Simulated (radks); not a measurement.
**Pd⁺ in [Ar] 3d10 4s1.75 4p6 4d9.25: an all-electron calculation**

Wanted: eigenvalues, radial structure and energy terms of the palladium ion Pd+.

Program: radks (a radial shooting solver on a logarithmic mesh, Libxc functionals) version 1. Level of theory: scalar-relativistic Kohn-Sham, PBE, spin-polarised, spherical densities, finite nucleus; open shells are filled with parallel spins first. These are calculated values, not measurements, unless marked.

## 1. The atom as given

| Property | Result |
| --- | --- |
| element | palladium (Z = 46) |
| charge | +1 |
| electrons | 45 |
| configuration | [Ar] 3d10 4s1.75 4p6 4d9.25 |
| nuclear rms radius | 4.5318 fm |

## 2. The run

The run's settings:

```text
Z 46
configuration [Ar] 3d10 4s1.75 4p6 4d9.25
relativity scalar-relativistic
functional pbe,pbe
spin polarised
nucleus finite rms 4.5318 fm
c 137.035999084
```

**Question.** What will this run give?

**Answer**, as computed:

| quantity | value |
| --- | --- |
| total energy | -5044.71132 hartree |
| exchange-correlation share of it | 2.85 % |
| −T/E | 1.0372 |
| highest occupied level | 4d down, -14.504 eV |
| most extended occupied level | 4d down, <r> = 1.46 bohr |
| radius at density 0.001 e/bohr³ | 3.66 bohr |
| maxima of the radial density | 4 |

**Reading.** 4 principal shells are occupied and 4 maxima appear in the radial density. Relativity lifts −T/E to 1.037. This is not the tabulated ground configuration, so its levels and sizes aren't those of the ground state, and no measured value stands beside it.
